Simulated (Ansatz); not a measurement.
**C₆H₁₁HfNO: how energies converge with the basis set**

How large a basis does C₆H₁₁HfNO need? Two functionals are run in growing sets.

The runs use Ansatz 0.2.0, Gaussian basis; one geometry, several basis sets.

Levels to be run: PBE0-D4/def2-SVP; ωB97M-V/def2-SVP; PBE0-D4/def2-QZVPP; ωB97M-V/def2-QZVPP; the functionals' def2-TZVPP values are taken from earlier runs.

### 1 The relaxed structure

An earlier PBE0-D4 in a triple-zeta def2 set relaxation fixed the geometry. Hf takes the def2 core potential; no spin-orbit term is included.

SMILES `[CH3][Hf]1234([NH2])([OH])[C@H]5[C@@H]1[C@@H]2[C@@H]3[C@H]54`, 20 atoms, charge 0, spin multiplicity 1.

Atoms are counted from 1 here; the program's logs count them from 0.

Bond lengths: C1–Hf2 2.249 Å, C1–H10 1.097 Å, C1–H11 1.095 Å, C1–H12 1.096 Å, Hf2–N3 2.041 Å, Hf2–O4 1.927 Å, Hf2–C5 2.519 Å, Hf2–C6 2.515 Å, Hf2–C7 2.542 Å, Hf2–C8 2.560 Å, Hf2–C9 2.545 Å, N3–H13 1.012 Å, N3–H14 1.008 Å, O4–H15 0.951 Å, C5–C6 1.413 Å, C5–C9 1.411 Å, C5–H16 1.081 Å, C6–C7 1.412 Å and more. Angles: Hf2–C1–H10 108.4°, Hf2–C1–H11 113.7°, Hf2–C1–H12 112.7°, H10–C1–H11 107.1°, H10–C1–H12 107.1°, H11–C1–H12 107.5°, C1–Hf2–N3 103.4°, C1–Hf2–O4 101.3°, C1–Hf2–C5 98.9°, C1–Hf2–C6 131.0°, C1–Hf2–C7 130.0°, C1–Hf2–C8 98.2°, C1–Hf2–C9 80.8°, N3–Hf2–O4 106.2°, N3–Hf2–C5 139.4°, N3–Hf2–C6 114.0°, N3–Hf2–C7 86.3°, N3–Hf2–C8 89.8° and more.

### 2 PBE0-D4 in def2-SVP

in.yaml reads:

```yaml
crystal:
  periodic: [false, false, false]
  atoms:
    - {symbol: C, position_ang: [1.777193, 0.392014, -1.501565]}
    - {symbol: Hf, position_ang: [-0.151366, -0.365133, -0.627208]}
    - {symbol: N, position_ang: [0.221661, -2.346153, -0.305716]}
    - {symbol: O, position_ang: [-1.320829, -0.279141, -2.156824]}
    - {symbol: C, position_ang: [-0.823845, 1.688702, 0.667913]}
    - {symbol: C, position_ang: [-1.722146, 0.665990, 1.045219]}
    - {symbol: C, position_ang: [-0.995722, -0.303856, 1.769793]}
    - {symbol: C, position_ang: [0.348168, 0.118250, 1.836876]}
    - {symbol: C, position_ang: [0.456237, 1.347967, 1.154355]}
    - {symbol: H, position_ang: [1.987174, -0.173709, -2.418013]}
    - {symbol: H, position_ang: [2.640018, 0.265911, -0.839775]}
    - {symbol: H, position_ang: [1.728437, 1.451110, -1.780930]}
    - {symbol: H, position_ang: [0.165359, -3.024080, -1.054491]}
    - {symbol: H, position_ang: [0.456288, -2.830208, 0.546773]}
    - {symbol: H, position_ang: [-2.040837, -0.091745, -2.749117]}
    - {symbol: H, position_ang: [-1.070231, 2.568474, 0.090370]}
    - {symbol: H, position_ang: [-2.776865, 0.628010, 0.814113]}
    - {symbol: H, position_ang: [-1.398066, -1.217451, 2.181290]}
    - {symbol: H, position_ang: [1.159625, -0.416788, 2.308835]}
    - {symbol: H, position_ang: [1.359727, 1.921826, 1.018111]}
basis:
  gaussian: {orbitals: def2-SVP}
hamiltonian: {xc: pbe0, dispersion: d4}
output: {orbitals: {seedname: orbitals}}
```

The run is started by

```console
$ ansatz run in.yaml --threads 4 --pin off --events-out ev --progress --plain --max-ram 66560MiB --backend cpu
```

Further steps of the session: ωB97M-V in def2-SVP; PBE0-D4 in def2-QZVPP; ωB97M-V in def2-QZVPP.

Before running them: what should the planned runs give, taken together? Wanted: PBE0-D4: double and triple zeta above quadruple; ωB97M-V: double and triple zeta above quadruple.

The runs gave:

| quantity | value |
| --- | --- |
| PBE0-D4: double and triple zeta above quadruple | 12.15, 0.58 eV |
| ωB97M-V: double and triple zeta above quadruple | 12.61, 0.54 eV |

PBE0-D4 gains 11.57 eV from double to triple zeta, then 0.58 eV more. These are total energies; as a rule much of such shifts cancels in differences, which this series doesn't test. The LUMO of ωB97M-V is positive and keeps falling with the basis (1.85 to 0.77 eV): an unbound level that the basis holds in place.
